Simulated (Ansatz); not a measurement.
# SbH₂ (quartet): from Hartree-Fock to the top rungs, def2-SVPD

How much of the correlation energy of SbH₂ (quartet) does each wave-function method recover here?

Program: Ansatz 0.2.0, Gaussian basis. Level of theory: def2-SVPD, core rule «outside noble gas», up to 9 orbitals frozen. These are calculated values, not measurements.

The runs, in order: UHF; CCSD(T) on ROHF; CCSD(T) on UHF; BCCD(T) on ROHF; CISD as a restricted active space (open shells left free, so some higher excitations enter); CCSDT(Q) on ROHF; CCSDT(Q) on UHF; CASSCF and MRCISD+Q, 7 electrons in 6 orbitals; CASSCF and NEVPT2, 7 electrons in 6 orbitals.

21 further runs of the same task are left out: 10 that didn't finish, 11 set aside as unsound or not needed. Runs told in other sessions of the task aren't counted.

**1. The geometry**

The geometry is a PBE0/def2-TZVPD stationary point (not a proven minimum) of the parent state, kept for this charge and spin. No spin-orbit coupling is included. Elements past krypton take def2 core potentials.

3 atoms, charge 0, spin multiplicity 4.

Atoms are counted from 1 here; the program's logs count them from 0.

Bond lengths: Sb1–H2 2.111 Å, Sb1–H3 2.111 Å. Angles: H2–Sb1–H3 180.0°.

Geometry (Å):

```xyz
3

Sb    0.0000    0.0000    0.0000
H     0.0000    0.0000   -2.1109
H     0.0000    0.0000    2.1109
```

**2. UHF**

Input file in.yaml:

```yaml
crystal:
  periodic: [false, false, false]
  atoms:
    - {symbol: Sb, position_ang: [0.000000, 0.000000, 0.000000]}
    - {symbol: H, position_ang: [0.000000, 0.000000, -2.110900]}
    - {symbol: H, position_ang: [0.000000, 0.000000, 2.110900]}
basis:
  gaussian: {orbitals: def2-SVPD}
magnetization: {spin_polarized: true, initial_magnetization: 3}
hamiltonian: {xc: hf}
output: {orbitals: {seedname: orbitals}}
```

Command:

```
$ ansatz run in.yaml --threads 1 --pin off --events-out ev --progress --plain --max-ram 2393MiB
```

After this run come: CCSD(T) on ROHF; CCSD(T) on UHF; BCCD(T) on ROHF; CISD as a restricted active space (open shells left free, so some higher excitations enter); CCSDT(Q) on ROHF; CCSDT(Q) on UHF; CASSCF and MRCISD+Q, 7 electrons in 6 orbitals; CASSCF and NEVPT2, 7 electrons in 6 orbitals.

Q: Predict the results of all the runs planned. Wanted: UCCSDT(Q) from the RHF energy; RMP2 from UCCSDT(Q); UMP2 from UCCSDT(Q); RCCSD from UCCSDT(Q); RCCSD(T) from UCCSDT(Q); UCCSD(T) from UCCSDT(Q); RCCSDT(Q) from UCCSDT(Q); NEVPT2 valence from UCCSDT(Q); MRCISD+Q valence from UCCSDT(Q).

**Answer**, as computed:

| quantity | value |
| --- | --- |
| UCCSDT(Q) from the ROHF energy | -3.3381 eV |
| RMP2 from UCCSDT(Q) | +18.76 kcal/mol |
| UMP2 from UCCSDT(Q) | +21.28 kcal/mol |
| RCCSD from UCCSDT(Q) | +3.42 kcal/mol |
| RCCSD(T) from UCCSDT(Q) | +1.10 kcal/mol |
| UCCSD(T) from UCCSDT(Q) | +0.81 kcal/mol |
| RCCSDT(Q) from UCCSDT(Q) | +0.37 kcal/mol |
| NEVPT2 valence from UCCSDT(Q) | +12.21 kcal/mol |
| MRCISD+Q valence from UCCSDT(Q) | +0.14 kcal/mol |
| levels within 1 kcal/mol (43 meV) | UCCSD(T), RCCSDT, UCCSDT, RCCSDT(Q), MRCISD+Q valence |
| T1 diagnostic | 0.033 |
| effectively unpaired electrons | 3.05 |

**Reading.** RCCSD(T) misses by +1.10 kcal/mol, 1.4 % of the correlation energy. One determinant dominates. Of the multireference levels listed MRCISD+Q valence comes nearest in total energy (+0.14 kcal/mol), which doesn't show that its space is the better one. Coupled cluster took another determinant than the lowest Hartree-Fock one. These misses are within one basis, not against nature; the frozen cores of restricted and unrestricted runs differ, which can shift their rows.

With open shells the CI space here admits some higher excitations, so it is larger than plain CISD.
